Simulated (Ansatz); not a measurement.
**CH3BN2S: up Jacob's ladder to CCSD(T)**

An exercise on one series of results from a longer session: the logs are not shown, and one member is left open.

Computed with Ansatz 0.2.0, Gaussian basis. Level: functionals in def2-TZVPP, the program's frozen cores in correlated methods.

Levels to be run: LDA (SPW92), PBE-D4, revPBE-D4, BLYP-D4, r2SCAN-D4, B97M-V, PBE0-D4, B3LYP-D4, r2SCANh-D4, r2SCAN0-D4, HSE06-D4, BHLYP-D4, CAM-B3LYP-D4, LC-ωPBE, ωB97X-V, ωB97M-V, B2PLYP, PBE-QIDH; CCSD(T)/def2-SVP; CCSD(T)/def2-TZVPP; MP2/def2-QZVPP; extrapolation to the limit; RPA on PBE.

### The relaxed structure

An earlier PBE0-D4 in a triple-zeta def2 set relaxation fixed the geometry.

8 atoms, charge 0, spin multiplicity 1.

Atoms are counted from 1 here; the program's logs count them from 0.

Bond lengths: N1–B2 1.375 Å, N1–H6 1.007 Å, N1–H7 1.005 Å, B2–N3 1.479 Å, B2–S5 1.884 Å, N3–C4 1.276 Å, C4–S5 1.796 Å, C4–H8 1.093 Å. Angles: B2–N1–H6 121.3°, B2–N1–H7 123.7°, H6–N1–H7 115.0°, N1–B2–N3 130.8°, N1–B2–S5 132.6°, N3–B2–S5 96.7°, B2–N3–C4 89.8°, N3–C4–S5 109.5°, N3–C4–H8 127.3°, S5–C4–H8 123.2°, B2–S5–C4 64.0°.

Set-up of the first run:

File in.yaml:

```yaml
crystal:
  periodic: [false, false, false]
  atoms:
    - {symbol: N, position_ang: [-0.564700, 1.502636, -0.145619]}
    - {symbol: B, position_ang: [-0.044382, 0.231690, -0.076262]}
    - {symbol: N, position_ang: [-0.279034, -0.855932, 0.898446]}
    - {symbol: C, position_ang: [0.533244, -1.601804, 0.256439]}
    - {symbol: S, position_ang: [1.181022, -0.704466, -1.158648]}
    - {symbol: H, position_ang: [-1.223362, 1.836355, 0.538820]}
    - {symbol: H, position_ang: [-0.328327, 2.163837, -0.864221]}
    - {symbol: H, position_ang: [0.817839, -2.629516, 0.495347]}
basis:
  gaussian: {orbitals: def2-TZVPP}
hamiltonian: {xc: lda}
output: {orbitals: {seedname: orbitals}}
```

Command:

```bash
$ ansatz run in.yaml --threads 2 --pin off --events-out ev --progress --plain --max-ram 4352MiB
```

Steps of the session up to this table: LDA; PBE-D4 (GGA); revPBE-D4 (GGA); BLYP-D4 (GGA); r2SCAN-D4 (meta-GGA); B97M-V (meta-GGA); PBE0-D4 (hybrid); B3LYP-D4 (hybrid); r2SCANh-D4 (hybrid); r2SCAN0-D4 (hybrid); HSE06-D4 (hybrid); BHLYP-D4 (hybrid); CAM-B3LYP-D4 (range-separated); LC-ωPBE (range-separated); ωB97X-V (range-separated); ωB97M-V (range-separated); B2PLYP (double hybrid); PBE-QIDH (double hybrid).

One table of the session follows, with a row left open; its other results are not shown here.

It belongs to the step «Orbital energies across the functionals». 

| functional | HOMO (eV) | gap (eV) |
| --- | --- | --- |
| LDA (SPW92) | -5.90 | 3.40 |
| PBE-D4 | -5.74 | 3.51 |
| revPBE-D4 | -5.68 | 3.55 |
| BLYP-D4 | -5.57 | 3.50 |
| r2SCAN-D4 | -5.99 | 3.95 |
| B97M-V | -6.03 | 4.12 |
| PBE0-D4 | -6.91 | 5.68 |
| B3LYP-D4 | -6.67 | 5.23 |
| r2SCANh-D4 | -6.42 | 4.75 |
| r2SCAN0-D4 | -7.07 | 5.96 |
| HSE06-D4 | -6.51 | 4.90 |
| BHLYP-D4 | -7.93 | 7.87 |
| CAM-B3LYP-D4 | ? | ? |
| LC-ωPBE | -9.60 | 10.72 |
| ωB97X-V | -9.22 | 10.29 |
| ωB97M-V | -9.05 | 10.03 |

**Question.** Estimate the row for CAM-B3LYP-D4.

As computed: HOMO (eV): -8.21; gap (eV): 8.17. In the column «HOMO (eV)» it lies between ωB97M-V (-9.05) and BHLYP-D4 (-7.93).
